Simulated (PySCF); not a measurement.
# LiIn⁺: changing the method

What do other methods print for LiIn⁺?

Program: PySCF 2.14.0. Level of theory: each script names its method and basis. These are calculated values, not measurements.

3 further runs of the same task are left out: 2 for a known fault of the program, 1 that didn't finish.

## (1) Starting geometry

LiIn⁺: 2 atoms, charge 1, spin multiplicity 2.

No contacts short enough for the rule that draws bonds.

## (2) Base script

Contents of input.py:

```python
from pyscf import gto, scf

mol = gto.M(
    atom='Li 0 0 0; In 0 0 2.775',
    basis='def2-svpd',
    ecp={'In': 'def2-svpd'},
    charge=1,
    spin=1,
    verbose=4,
)
mf = scf.UHF(mol)
mf.kernel()
mf.dip_moment()
print('orbital energies (hartree):', [e[max(0, n-3):n+3].round(4) for e, n in zip(mf.mo_energy, mol.nelec)])
```

Started as:

```
> OMP_NUM_THREADS=1 python input.py
```

## (3) Geometry optimisation

Edit 1 changes step after the SCF: none → optimize.

input.py, as its differences from that of step 2:

```diff
@@ -1,2 +1,3 @@
 from pyscf import gto, scf
+from pyscf.geomopt.geometric_solver import optimize
 
@@ -12,3 +13,5 @@
 mf.kernel()
-mf.dip_moment()
+mol_eq = optimize(mf, maxsteps=30)
+print('optimised geometry (angstrom)')
+print(mol_eq.tostring('raw'))
 print('orbital energies (hartree):', [e[max(0, n-3):n+3].round(4) for e, n in zip(mf.mo_energy, mol.nelec)])
```

## (4) Population analysis

Edit 2 changes step after the SCF: none → analyze.

input.py, as its differences from that of step 2:

```diff
@@ -12,2 +12,3 @@
 mf.kernel()
+mf.mulliken_pop()
 mf.dip_moment()
```

## (5) MP2

Edit 3 changes step after the SCF: none → mp2; frozen orbitals: none → 4.

input.py, as its differences from that of step 2:

```diff
@@ -1,2 +1,2 @@
-from pyscf import gto, scf
+from pyscf import gto, scf, mp
 
@@ -12,2 +12,3 @@
 mf.kernel()
+mp.MP2(mf, frozen=4).kernel()
 mf.dip_moment()
```

## (6) MP2

Edit 4 changes step after the SCF: none → mp2.

input.py, as its differences from that of step 2:

```diff
@@ -1,2 +1,2 @@
-from pyscf import gto, scf
+from pyscf import gto, scf, mp
 
@@ -12,2 +12,3 @@
 mf.kernel()
+mp.MP2(mf).kernel()
 mf.dip_moment()
```

## (7) Scan (UKS)

Edit 5 changes functional: none (Hartree–Fock) → scan; SCF type: UHF → UKS; step after the SCF: none → analyze.

input.py, as its differences from that of step 2:

```diff
@@ -1,2 +1,2 @@
-from pyscf import gto, scf
+from pyscf import gto, dft
 
@@ -10,4 +10,5 @@
 )
-mf = scf.UHF(mol)
+mf = dft.UKS(mol, xc='scan')
 mf.kernel()
+mf.mulliken_pop()
 mf.dip_moment()
```

What does the calculation give? Wanted: for each run, E(SCF); from base; gap, α spin; after the SCF.

**Answer**, as computed:

```
                  run  E(SCF) (hartree)  from base (eV)  cycles  gap, α spin (eV)                           after the SCF
                 base       -196.478628               0      11              7.05                                     n/a
geometry optimisation       -196.478628          0.0000      11              7.05                 bond 3.263 Å, -0.146 eV
  population analysis       -196.478628          0.0000      11              7.05                                     n/a
                  MP2       -196.478628          0.0000      11              7.05  MP2 correlation -1.437 eV, core frozen
                  MP2       -196.478628          0.0000      11              7.05               MP2 correlation -1.881 eV
           scan (UKS)       -197.476488  not comparable       9              1.53                                     n/a
```

SCF columns refer to the geometry typed in the script.

**Reading.** Total energies of different functionals can't be compared with each other; differences within one functional can. The dearest run is “geometry optimisation”, at 5.7 s against 0.69 s.
